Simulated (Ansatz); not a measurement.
## CaMg₃, space group P-6m2: a frozen displacement of one atom

Run with the Ansatz DFT code, driven from Python.

`camg3.py`:
```python
# -*- coding: utf-8 -*-
"""Energy and force of CaMg3 as one atom is pushed off its site."""

import ansatz as az
import numpy as np


def main():
    structure = (
        az.Lattice.of((3.409074, 0.0, 0.0), (-1.704537, 2.952345, 0.0), (0.0, 0.0, 10.880675))
        .atom("Ca", (0.0, 0.0, 0.5))
        .atom("Mg", (0.0, 0.0, 0.0))
        .atom("Mg", (2 / 3, 1 / 3, 0.764548))
        .atom("Mg", (2 / 3, 1 / 3, 0.235452))
    )

    inverse = np.linalg.inv(np.array(structure.lattice.vectors))
    home = np.array(structure.sites[3].position)
    values = np.linspace(-0.05, 0.05, 5)
    energies, pulls = [], []
    for shift in values:
        moved = structure.move(3, to=home + shift * inverse[0])
        model = (
            moved.calculation()
            .kpoints(9, 9, 3)
            .functional("r2SCAN")
            .occupations(az.OccupationsMethod.COLD, width=0.1)
            .basis(550)
            .forces()
        )
        summary = model.run().report
        energies.append(summary["free_energy_ev"])
        pulls.append(summary["forces_ev_ang"][3][0])

    # the force is minus the slope of the free energy
    print("shift (A)   dE (eV)   force along x (eV/A)")
    for shift, e, f in zip(values, energies, pulls):
        print(f"{shift:8.3f} {e - energies[2]:10.5f} {f:12.4f}")
    print(f"stiffness from energies {2 * np.polyfit(values, energies, 2)[0]:.3f}, from forces {-np.polyfit(values, pulls, 1)[0]:.3f} eV/A^2")


if __name__ == "__main__":
    main()
```

```console
$ python camg3.py
shift (A)   dE (eV)   force along x (eV/A)
  -0.050    0.00091       0.0363
  -0.025    0.00023       0.0182
   0.000    0.00000       0.0000
   0.025    0.00023      -0.0182
   0.050    0.00091      -0.0363
stiffness from energies 0.727, from forces 0.726 eV/A^2
```

The curvature of the energy gives 0.727 eV/Å² and the slope of the force 0.726 eV/Å², a positive curvature.

In a metal a curvature from energy changes of a few meV or less hangs on mesh and smearing, in size and even in sign. This cell is a computed structure, which may not be the phase found in nature. All periodic images of the atom move with it, so the curvature is one diagonal element of the zone-centre force constants and no normal mode; a positive value doesn't exclude soft modes in which several atoms move. Finished in 3.7 min on 1 thread of Arm Neoverse V2, with other jobs on the host, peak memory 0.83 GiB.
